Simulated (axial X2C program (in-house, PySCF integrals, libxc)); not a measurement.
# HfN⁺: properties at the nuclei

Wanted for HfN⁺: properties at the nuclei, at the two-component level.

Computed with an in-house X2C program for linear molecules on PySCF integrals. Level: two-component X2C with atomic mean-field terms, Hf dyall-cv3z, N dyall-av3z.

All values are calculated.

### 1 Set-up

File task.json:

```json
{"zs": [72, 7], "q": 1, "bas": ["dyall-cv3z", "dyall-av3z"], "r0": 1.88, "levels": ["PBE0", "HF", "BHandHLYP", "PBE", "B3LYP"], "nst": 3}
```

Keys: zs atomic numbers; q charge; bas basis sets; r0 starting distance in Å; levels methods (HF also brings MP2); nst determinants followed.

On the command line:

```sh
$ python soeom.py task.json out
```

Nuclei are Gaussian, cores are contracted, and the Gaunt term is on.

### 2 Expectation values, lowest determinant

R = 1.667 Å. State: Ω = 0 (closed shell).

Output of the PBE0 run:

```text
two-component X2C + atomic mean field  PBE0
basis functions 242  fitting functions 1204  grid points 5077
iter        total energy     max residual
   1     -15130.865782557     3.18e-06
   2     -15130.865782558     9.46e-06
converged
one-electron -21056.29119077  Coulomb 6097.57439433  exact exchange -78.53352287  xc functional -240.89336687  nuclear repulsion 159.99119034  atomic mean-field constant -12.71328672
```

The highest occupied spinor is 55% N p, 28% Hf d, 7% Hf p.

| level | qzz Hf (a.u.) | qzz N (a.u.) |
| --- | --- | --- |
| PBE0 | -7.17 | -0.62 |
| HF | -3.25 | -0.73 |
| BHandHLYP | -6.22 | -0.65 |
| PBE | -8.64 | -0.57 |
| B3LYP | -7.87 | -0.61 |

Eeff is the effective electric field on the electron dipole moment in this Ω state and Ws the scalar–pseudoscalar constant (defined with the proton number Z and per Ω); A∥ is the parallel hyperfine constant, which follows by multiplying with the nuclear g factor gI = μI/(I μN); qzz is the electric field gradient, eQq0 = 234.96 MHz × Q/barn × qzz. The operators were transformed with the bare-nucleus X2C matrices.

### 3 Expectation values, a higher determinant

R = 1.667 Å. State: Ω = 1 (excess of +ω over −ω: 2 × ω = 1/2), 0.78 eV above the lowest in the PBE0 search for states (made at or near this distance, with looser thresholds).

Output of the PBE0 run:

```text
two-component X2C + atomic mean field  PBE0
basis functions 242  fitting functions 1204  grid points 5077
iter        total energy     max residual
   1     -15130.837216380     3.87e-06
   2     -15130.837216381     2.63e-06
converged
one-electron -21052.29286559  Coulomb 6093.50224539  exact exchange -78.51755405  xc functional -240.80694575  nuclear repulsion 159.99119034  atomic mean-field constant -12.71328672
```

The highest occupied spinor is 56% Hf s, 16% Hf d, 13% N p.

| level | Eeff magnitude (GV/cm) | Ws magnitude Hf (kHz) | A∥/gI Hf (MHz) | qzz Hf (a.u.) | A∥/gI N (MHz) | qzz N (a.u.) |
| --- | --- | --- | --- | --- | --- | --- |
| PBE0 | 10.5 | 7.68 | 8550 | -5.70 | 209 | 0.99 |
| HF | 18.8 | 15.3 | 7990 | -5.73 | 232 | 0.84 |
| BHandHLYP | 13.3 | 10.4 | 8620 | -5.86 | 220 | 0.96 |
| PBE | 10.3 | 7.74 | 8530 | -5.87 | 211 | 1.05 |
| B3LYP | 12.4 | 9.61 | 8660 | -5.99 | 215 | 1.02 |

### 4 Expectation values, a higher determinant

R = 1.667 Å. State: Ω = 2 (excess of +ω over −ω: ω = 1/2, ω = 3/2), 1.63 eV above the lowest in the PBE0 search for states (made at or near this distance, with looser thresholds).

Output of the PBE0 run:

```text
two-component X2C + atomic mean field  PBE0
basis functions 242  fitting functions 1204  grid points 5077
iter        total energy     max residual
   1     -15130.805759996     7.94e-06
   2     -15130.805759997     9.00e-06
converged
one-electron -21052.35093287  Coulomb 6093.60416104  exact exchange -78.52133250  xc functional -240.81555928  nuclear repulsion 159.99119034  atomic mean-field constant -12.71328672
```

The highest occupied spinor is 56% Hf s, 16% N p, 14% Hf d.

| level | Eeff magnitude (GV/cm) | Ws magnitude Hf (kHz) | A∥/gI Hf (MHz) | qzz Hf (a.u.) | A∥/gI N (MHz) | qzz N (a.u.) |
| --- | --- | --- | --- | --- | --- | --- |
| PBE0 | 19.8 | 8.48 | 3980 | -7.55 | 78.8 | -1.27 |
| HF | 23.2 | 9.98 | 3790 | -5.55 | 71.4 | -1.27 |
| BHandHLYP | 20.4 | 8.78 | 4060 | -7.10 | 81.5 | -1.29 |
| PBE | 20 | 8.66 | 3970 | -8.35 | 82.2 | -1.26 |
| B3LYP | 20.7 | 8.94 | 4060 | -7.98 | 84.1 | -1.29 |

### 5 What came out

| quantity | value |
| --- | --- |
| lowest determinant | Ω = 0 (closed shell) |
| qzz Hf (a.u.), PBE0 | -7.17 |
| qzz N (a.u.), PBE0 | -0.62 |
| higher determinant | Ω = 1 (excess of +ω over −ω: 2 × ω = 1/2) |
| Eeff magnitude (GV/cm), PBE0, higher determinant | 10.5 |
| Ws magnitude Hf (kHz), PBE0, higher determinant | 7.68 |
| A∥/gI Hf (MHz), PBE0, higher determinant | 8550 |
| qzz Hf (a.u.), PBE0, higher determinant | -5.70 |
| higher determinant | Ω = 2 (excess of +ω over −ω: ω = 1/2, ω = 3/2) |
| Eeff magnitude (GV/cm), PBE0, higher determinant | 19.8 |
| Ws magnitude Hf (kHz), PBE0, higher determinant | 8.48 |
| A∥/gI Hf (MHz), PBE0, higher determinant | 3980 |
| qzz Hf (a.u.), PBE0, higher determinant | -7.55 |

**Reading.** The expectation values come from single determinants, which for open shells can mix terms of unlike spin or miss the lowest Ω, so a determinant need not be a state. Eeff is the effective electric field on the electron dipole moment in this Ω state and Ws the scalar–pseudoscalar constant (defined with the proton number Z and per Ω); A∥ is the parallel hyperfine constant, which follows by multiplying with the nuclear g factor gI = μI/(I μN); qzz is the electric field gradient, eQq0 = 234.96 MHz × Q/barn × qzz. The operators were transformed with the bare-nucleus X2C matrices.
